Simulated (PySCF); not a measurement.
**TiF3: structure of the doublet**

Aim: relax TiF3 as a doublet from a B3LYP minimum start, check by its vibrations whether the end is a minimum, and collect its spectrum and constants.

The runs use PySCF 2.14.0; B3LYP, basis Ti def2-SVP, F def2-SVP, no relativity, density fitting.

**1. Starting geometry**

4 atoms, charge 0, spin multiplicity 2.

Bond lengths: Ti1–F2 1.761 Å, Ti1–F3 1.761 Å, Ti1–F4 1.761 Å. Angles: F2–Ti1–F3 120.0°, F2–Ti1–F4 120.0°, F3–Ti1–F4 120.0°.

```xyz
4
charge 0 multiplicity 2
Ti    0.0000    0.0000    0.0000
F    -0.0011    0.0000    1.7613
F     1.5258    0.0000   -0.8797
F    -1.5248    0.0000   -0.8815
```

**2. First SCF at the start**

The steps below are one call of a driver around PySCF. For each, scf.py gives the equivalent set-up of the SCF; relaxations use the driver's own optimiser. After this first run the driver tries any further starts and a stability analysis.

Input file scf.py:

```python
from pyscf import gto, scf, dft
mol = gto.M(atom='''
Ti     0.000000    -0.000000     0.000000
F     -0.001057    -0.000000     1.761267
F      1.525830    -0.000000    -0.879718
F     -1.524774     0.000000    -0.881549''',
    basis={'Ti': 'def2-SVP', 'F': 'def2-SVP'},
    charge=0, spin=1)
mf = dft.UKS(mol, xc='B3LYP')
mf.grids.atom_grid = (50, 194)
aux = {'Ti': 'def2-universal-JKFIT', 'F': 'def2-universal-JKFIT'}
mf = mf.density_fit(auxbasis=aux)
mf.conv_tol = 1e-08
mf.diis_space = 10
mf.max_cycle = 60
mf.init_guess = 'minao'
mf.verbose = 4
mf.kernel()
```

On the command line:

```sh
$ OMP_NUM_THREADS=2 python axn.py task.json out
```

Log:

```text
init E= -1148.55033912302
[... the frontier-level lines of each cycle are left out ...]
cycle= 1 E= -1148.53542839089  delta_E= 0.0149  |g|= 0.886  |ddm|= 1.73
cycle= 2 E= -1136.99780688058  delta_E= 11.5  |g|= 5.69  |ddm|= 2.94
cycle= 3 E= -1148.78140469657  delta_E= -11.8  |g|= 0.521  |ddm|= 2.44
cycle= 4 E= -1148.85269315693  delta_E= -0.0713  |g|= 0.167  |ddm|= 0.304
cycle= 5 E= -1148.86609937289  delta_E= -0.0134  |g|= 0.0477  |ddm|= 0.0926
cycle= 6 E= -1148.86725810555  delta_E= -0.00116  |g|= 0.00361  |ddm|= 0.0391
cycle= 7 E= -1148.86726189365  delta_E= -3.79e-06  |g|= 0.00317  |ddm|= 0.00502
cycle= 8 E= -1148.86726538093  delta_E= -3.49e-06  |g|= 0.000985  |ddm|= 0.00209
cycle= 9 E= -1148.86726586426  delta_E= -4.83e-07  |g|= 6.94e-05  |ddm|= 0.00118
cycle= 10 E= -1148.86726586922  delta_E= -4.95e-09  |g|= 2.3e-05  |ddm|= 0.000129
Extra cycle  E= -1148.86726586867  delta_E= 5.5e-10  |g|= 4.91e-05  |ddm|= 5.18e-05
converged SCF energy = -1148.86726586867  <S^2> = 0.75198213  2S+1 = 2.0019811
```

This step, with its further starts and checks, ran for 16 s (2 threads of Arm Neoverse N1, shared host).

Energies from each starting density:

| start | energy (Eh) |
| --- | --- |
| the minimal-basis guess | -1148.867266 |
| a thermally smeared density | -1148.867266 |
| a smeared PBE density | -1148.867266 |

The test of internal stability and the other starts found no lower solution of this spin.

**3. Relaxation: B3LYP minimum start, doublet**

The program finds D3h symmetry in the start, which this walk keeps. The walk stops when the largest gradient is under 0.0003 Eh/bohr and the energy has settled too.

Edit scf.py of step 2 so:

```diff
@@ -3,3 +3,3 @@
-Ti     0.000000    -0.000000     0.000000
-F     -0.001057    -0.000000     1.761267
-F      1.525830    -0.000000    -0.879718
+Ti     0.000000     0.000000    -0.000000
+F     -0.001057     0.000000     1.761267
+F      1.525830     0.000000    -0.879718
@@ -16 +15,0 @@
-mf.init_guess = 'minao'
```

The optimiser's trace:

| step | energy (Eh) | change (kJ/mol) | largest symmetric gradient (Eh/bohr) |
| --- | --- | --- | --- |
| 0 | -1148.867266 | 0.00 | 0.00032 |
| 1 | -1148.867266 | 0.00 | 0.00001 |

The walk took 5 s.

Positions (Å) and forces (eV/Å) along the way:

```
step 0
Ti   0.000   0.000   0.000  -0.001   0.000  -0.035
F   -0.001   0.000   1.761   0.001   0.000   0.002
F    1.526   0.000  -0.880  -0.020   0.000   0.017
F   -1.525   0.000  -0.882   0.021   0.000   0.017
step 1
Ti   0.000   0.000   0.000  -0.001   0.000  -0.035
F   -0.001   0.000   1.761   0.001   0.000   0.018
F    1.525   0.000  -0.879  -0.006   0.000   0.008
F   -1.524   0.000  -0.881   0.006   0.000   0.009
```

After 1 steps and 0.0 kJ/mol it ends at D3h: Ti–F 1.761 Å (×3); F–Ti–F 120.0° (×3).

**4. Vibrations and properties at this point**

On the finer grid the gradient is checked again; gradients at displacements of ±0.02 bohr then give force constants and infrared intensities.

Edit scf.py of step 3 so:

```diff
@@ -3,4 +3,4 @@
-Ti     0.000000     0.000000    -0.000000
-F     -0.001057     0.000000     1.761267
-F      1.525830     0.000000    -0.879718
-F     -1.524774     0.000000    -0.881549''',
+Ti    -0.000000     0.000000    -0.000000
+F     -0.001057     0.000000     1.761265
+F      1.525828     0.000000    -0.879717
+F     -1.524771     0.000000    -0.881548''',
@@ -10 +10 @@
-mf.grids.atom_grid = (50, 194)
+mf.grids.atom_grid = (75, 302)
@@ -13 +13 @@
-mf.conv_tol = 1e-08
+mf.conv_tol = 1e-10
```

The driver hands on the density of the step before, so the log starts near convergence.

Log of the central SCF (cycles and frontier levels):

```text
init E= -1148.86697124288
[... the frontier-level lines of each cycle are left out ...]
cycle= 1 E= -1148.86697124283  delta_E= 4.23e-11  |g|= 9.86e-06  |ddm|= 9.1e-06
Extra cycle  E= -1148.86697124262  delta_E= 2.16e-10  |g|= 2.54e-05  |ddm|= 2.14e-05
converged SCF energy = -1148.86697124262  <S^2> = 0.75198299  2S+1 = 2.001982
```

The whole step took 37 s.

Geometry: D3h; Ti–F 1.761 Å (×3); F–Ti–F 120.0° (×3).

Modes, for the most abundant isotopes:

```
symmetry  ω (cm⁻¹)  IR (km/mol)     type
    a2''        60         41.6     bend
      e'       175         25.8     bend
     a1'       684          0.0  stretch
      e'       805          456  stretch
```

All wavenumbers are real: a minimum.

Properties at this point:

- Dipole moment: 0.00 D
- Highest occupied level: -6.65 eV
- Lowest empty level: -2.69 eV
- Rotational constants: 0.1907, 0.1907, 0.09535 cm⁻¹
- Zero-point energy: 16.2 kJ/mol
- Principal polarisabilities: 21.4, 25.1, 25.1 bohr³
- Atomisation energy without zero-point energy: 1812 kJ/mol
- Principal traceless quadrupole moments about the centre of mass: -4.01, -4.01, 8.01 D Å
- Entropy at 298.15 K and 1 bar (electronic part: spin only): 306.7 J/(mol K)
- Heat capacity Cp at 298.15 K: 66.2 J/(mol K)
- Enthalpy at 298.15 K above 0 K: 15.93 kJ/mol
- Rotational symmetry number: 6
- Spin squared ⟨S²⟩: 0.752

Charges (e) and bond orders:

| atom | Mulliken | Löwdin | polar tensor | spin (Mulliken) | Mayer order to Ti1 |
| --- | --- | --- | --- | --- | --- |
| Ti1 | 1.20 | 0.53 | 1.96 | 1.04 | – |
| F2,3,4 | -0.40 | -0.18 | -0.65 | -0.01 | 1.03 |

Mulliken populations on Ti1: s 6.28, p 12.33, d 2.14, f 0.06.

**5. What came out**

| quantity | value |
| --- | --- |
| minimum | doublet, D3h |
| geometry | Ti–F 1.761 Å (×3); F–Ti–F 120.0° (×3) |
| wavenumbers (cm⁻¹) | 60 (a2''), 175 (e'), 684 (a1'), 805 (e') |
| dipole moment | 0.00 D |
| highest occupied, lowest empty level (either spin) | -6.65, -2.69 eV |
| polar-tensor charge of Ti1 | +1.96 e |
| zero-point energy | 16.2 kJ/mol |
| entropy at 298.15 K | 306.7 J/(mol K) |
| atomisation energy (no zero-point energy) | 1812 kJ/mol |
| ⟨S²⟩ | 0.752 |

The B3LYP minimum start keeps its D3h symmetry and ends in a minimum. The strongest infrared band lies at 805 cm⁻¹ (e', stretch). Ti1 has a polar-tensor charge of +2.0 e (a dipole derivative, not a static charge), yet symmetry cancels the bond dipoles. Most of the spin sits on Ti1 (Mulliken spin 1.04, against 1 for the whole molecule). Other starts or spin states, not run here, may lie lower. Open d and f shells are described by one determinant, and the ground state may have another occupation or spin.

The search up to here took 58 s.
